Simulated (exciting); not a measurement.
Here is an exciting (release sodium) calculation.

run_exciting.py

```python
import subprocess
import xml.etree.ElementTree as ET
from ase.io import read
from ase.units import Bohr

atoms = read("BiS.cif")
import spglib
from ase import Atoms
cell, positions, numbers = spglib.find_primitive((atoms.cell[:], atoms.get_scaled_positions(), atoms.numbers), symprec=1e-5)
atoms = Atoms(numbers, cell=cell, scaled_positions=positions, pbc=True)
rmt = {'Bi': 2.3, 'S': 1.9}  # bohr
tasks = """
<groundstate do="fromscratch" ngridk="5 5 5" rgkmax="6.5" gmaxvr="14" lmaxapw="10" lmaxmat="10" lmaxvr="7" stype="Fermi Dirac" swidth="0.00499791" nempty="28" ValenceRelativity="iora*" epsengy="1e-05" epspot="1e-05" maxscl="60" outputlevel="normal" vkloff="0.5 0.5 0.5" lradstep="4">
  <libxc exchange="XC_GGA_X_RPBE" correlation="XC_GGA_C_PBE"/>
</groundstate>
<properties>
  <momentummatrix/>
  <dielmat intraband="false" wmax="0.8" wgrid="200" swidth="0.007" tevout="true">
    <epscomp>1 1</epscomp>
    <epscomp>2 2</epscomp>
    <epscomp>3 3</epscomp>
  </dielmat>
</properties>
"""

root = ET.Element("input")
ET.SubElement(root, "title").text = "BiS"
structure = ET.SubElement(root, "structure", speciespath="./", tshift="false")
crystal = ET.SubElement(structure, "crystal", scale="1.0")
for vector in atoms.cell / Bohr:
    ET.SubElement(crystal, "basevect").text = " ".join(f"{x:.12f}" for x in vector)
symbols = atoms.get_chemical_symbols()
for element in dict.fromkeys(symbols):
    species = ET.SubElement(structure, "species", speciesfile=element + ".xml", rmt=str(rmt[element]))
    for symbol, position in zip(symbols, atoms.get_scaled_positions(wrap=False)):
        if symbol == element:
            ET.SubElement(species, "atom", coord=" ".join(f"{x:.12f}" for x in position))
root.extend(ET.fromstring("<tasks>" + tasks + "</tasks>"))
ET.indent(root)
ET.ElementTree(root).write("input.xml")
subprocess.run(["exciting_smp"], check=True)
```

Contents of BiS.cif:

```cif
data_BiS
_cell_length_a 3.71600435
_cell_length_b 3.71600435
_cell_length_c 3.71600435
_cell_angle_alpha 90.00000000
_cell_angle_beta 90.00000000
_cell_angle_gamma 90.00000000
_space_group_name_H-M_alt 'Pm-3m'
_space_group_name_Hall '-P 4 2 3'
_space_group_IT_number 221
loop_
_space_group_symop_operation_xyz
'x,y,z'
'-x,-y,-z'
'-y,x,z'
'y,-x,-z'
'-x,-y,z'
'x,y,-z'
'y,-x,z'
'-y,x,-z'
'x,-y,-z'
'-x,y,z'
'-y,-x,-z'
'y,x,z'
'-x,y,-z'
'x,-y,z'
'y,x,-z'
'-y,-x,z'
'z,x,y'
'-z,-x,-y'
'z,-y,x'
'-z,y,-x'
'z,-x,-y'
'-z,x,y'
'z,y,-x'
'-z,-y,x'
'-z,x,-y'
'z,-x,y'
'-z,-y,-x'
'z,y,x'
'-z,-x,y'
'z,x,-y'
'-z,y,x'
'z,-y,-x'
'y,z,x'
'-y,-z,-x'
'x,z,-y'
'-x,-z,y'
'-y,z,-x'
'y,-z,x'
'-x,z,y'
'x,-z,-y'
'-y,-z,x'
'y,z,-x'
'-x,-z,-y'
'x,z,y'
'y,-z,-x'
'-y,z,x'
'x,-z,y'
'-x,z,-y'
loop_
_atom_site_label
_atom_site_type_symbol
_atom_site_symmetry_multiplicity
_atom_site_Wyckoff_symbol
_atom_site_fract_x
_atom_site_fract_y
_atom_site_fract_z
_atom_site_occupancy
Bi1 Bi 1 b 0.5000000000 0.5000000000 0.5000000000 1
S1 S 1 a 0.0000000000 0.0000000000 0.0000000000 1
```

Potentials or basis: all-electron LAPW+lo, shipped species files, valence relativity iora*.

Run with:

```sh
$ OMP_NUM_THREADS=1 python run_exciting.py
```

Task: Estimate the density of states at the Fermi level.

Result: 1.76 states/eV per cell.

Dielectric function (mean over the directions given):
| energy (eV) | real part | imaginary part |
| --- | --- | --- |
| 0.33 | 16.18 | 0.42 |
| 1.31 | 25.08 | 7.68 |
| 2.29 | 13.36 | 12.25 |
| 3.37 | -1.69 | 19.74 |
| 4.35 | -3.80 | 5.87 |
| 5.44 | -2.99 | 2.82 |
| 6.42 | -0.40 | 1.58 |
| 7.51 | -0.06 | 2.06 |
| 8.49 | -0.52 | 3.36 |
| 9.58 | 0.06 | 2.07 |
| 10.56 | 0.27 | 1.28 |
| 11.65 | 0.56 | 1.59 |
| 12.63 | -0.29 | 1.61 |
| 13.71 | -0.31 | 1.26 |
| 14.69 | -0.12 | 0.68 |
| 15.78 | 0.07 | 0.45 |
| 16.76 | 0.09 | 0.37 |
| 17.85 | 0.37 | 0.30 |
| 18.83 | 0.44 | 0.19 |
| 19.92 | 0.54 | 0.17 |

Caveat: the intraband (Drude) term of the metal is left out; spectra need much finer meshes, so this one isn't converged; independent-particle spectra lack excitons; spin-orbit coupling is left out, which moves the levels of the heavy elements.
